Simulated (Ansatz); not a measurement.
# AlV3N4: the cost of one run

Method: DFT PBE, scalar-relativistic, plane waves, PAW, in Ansatz 0.2.0.

1 further run of the same task is left out (it didn't finish).

**1. The starting structure**

Symmetry: I4/mmm, No. 139, tetragonal system. The conventional cell has a = 4.616 Å, b = 4.616 Å, c = 9.232 Å, α = 90.00°, β = 90.00°, γ = 90.00°. Around Al (site symmetry 4/mmm) lie 6 N at 2.31 Å. V (site symmetry -4m2) has 6 N at 2.31 Å as nearest neighbours. V (site symmetry 4/mmm) has 6 N at 2.31 Å as nearest neighbours. N (site symmetry mmm) has 2 Al at 2.31 Å and 4 V at 2.31 Å as nearest neighbours. N (site symmetry 4mm) has 5 V at 2.31 Å and 1 Al at 2.31 Å as nearest neighbours.

As a file:

```
Al V N
1.0
    -2.30803    2.30803    4.61606
     2.30803   -2.30803    4.61606
     2.30803    2.30803   -4.61606
Al V N
1 3 4
Direct
  0.00000 0.00000 0.00000
  0.75000 0.25000 0.50000
  0.50000 0.50000 0.00000
  0.25000 0.75000 0.50000
  0.00000 0.50000 0.50000
  0.75000 0.75000 0.00000
  0.50000 0.00000 0.50000
  0.25000 0.25000 0.00000
```

The start is an ordering of an alloy on its end members' structure types: elements ordered on the sites of the VN type, V/Al on V (I4/mmm, No. 139).

**2. Probe: one point on a coarse mesh**

input.yaml

```yaml
crystal:
  lattice:
    - [-2.30803032, 2.30803032, 4.61606065]
    - [2.30803032, -2.30803032, 4.61606065]
    - [2.30803032, 2.30803032, -4.61606065]
  atoms:
    - { symbol: Al, position: [0.0, 0.0, 0.0] }
    - { symbol: V, position: [0.75, 0.25, 0.5], spin: 2.0 }
    - { symbol: V, position: [0.5, 0.5, 0.0], spin: 2.0 }
    - { symbol: V, position: [0.25, 0.75, 0.5], spin: 2.0 }
    - { symbol: "N", position: [0.0, 0.5, 0.5] }
    - { symbol: "N", position: [0.75, 0.75, 0.0] }
    - { symbol: "N", position: [0.5, 0.0, 0.5] }
    - { symbol: "N", position: [0.25, 0.25, 0.0] }
basis:
  ecutwfc: 420
kpoints:
  mp_grid: { grid: [6, 6, 6] }
hamiltonian:
  xc: pbe
scf:
  occupations: { method: gaussian, width: 0.1 }
  lower_state_search: "off"
output:
  forces: true
  stress: true
  eigenvalues: true
  populations: true
magnetization:
  spin_polarized: true
```

Launch:

```
$ ansatz run input.yaml --threads 1 --pin off --max-ram 2560MiB --backend cpu --events-out ev --progress --plain --runs-dir out
```

**Question.** How long does this run take on 1 thread of Intel Xeon at 2.50GHz (Skylake/Cascade Lake), shared host, and how much memory does it need?

About 75 s, with a peak of 0.51 GiB.
